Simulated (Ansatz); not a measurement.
# BrHOSi: single points off equilibrium

The task here is to estimate one member of a computed series from the others.

Computed with Ansatz 0.2.0, Gaussian basis. Level: single points in def2-TZVPP.

Correlated methods freeze the cores. Filled d shells of the heavier atoms are correlated.

## The starting structure

4 atoms, charge 0, spin multiplicity 1.

Atoms are counted from 1 here; the program's logs count them from 0.

Bond lengths: O1–Si2 1.439 Å, Si2–Br3 2.289 Å, Si2–H4 1.600 Å. Angles: O1–Si2–Br3 118.4°, O1–Si2–H4 138.1°, Br3–Si2–H4 103.5°.

Geometry (Å):

```
O     0.1250   -1.2299    1.1281
Si    0.2127   -0.1707    0.1586
Br   -1.7266    0.8186   -0.5490
H     1.3413    0.5517   -0.7166
```

Set-up of the first run:

Input file run/in.yaml:

```yaml
crystal:
  periodic: [false, false, false]
  atoms:
    - {symbol: O, position_ang: [0.125000, -1.229900, 1.128100]}
    - {symbol: Si, position_ang: [0.212700, -0.170700, 0.158600]}
    - {symbol: Br, position_ang: [-1.726600, 0.818600, -0.549000]}
    - {symbol: H, position_ang: [1.341300, 0.551700, -0.716600]}
basis:
  gaussian: {orbitals: def2-TZVPP}
correlation: {method: ccsd_t}
output: {forces: true}
```

The command line of these runs was not kept.

Steps of the session up to this table: CCSD(T)/def2-TZVPP; PBE0-D4/def2-TZVPP; wB97M-V/def2-TZVPP; r2SCAN-D4/def2-TZVPP; PBE-D4/def2-TZVPP; B97M-V/def2-TZVPP; LC-wPBE/def2-TZVPP.

One table of the session follows, with a row left open; its other results are not shown here.

| method | RMS force component (eV/Å) | angle to CCSD(T) forces (°) | dipole (D) |
| --- | --- | --- | --- |
| CCSD(T) | 2.863 | reference | 2.91 |
| PBE0-D4 | 2.598 | 1.3 | 2.98 |
| wB97M-V | 2.639 | 2.2 | 3.00 |
| r2SCAN-D4 | 2.713 | 0.4 | 2.84 |
| PBE-D4 | 2.940 | 4.0 | 2.73 |
| B97M-V | 2.529 | 2.0 | 2.74 |
| LC-wPBE | ? | ? | ? |

Q: Estimate the row for LC-wPBE from the others.

The run gave: RMS force component (eV/Å): 2.557; angle to CCSD(T) forces (°): 4.4; dipole (D): 3.11. In the column «RMS force component (eV/Å)» it lies between B97M-V (2.529) and PBE0-D4 (2.598).
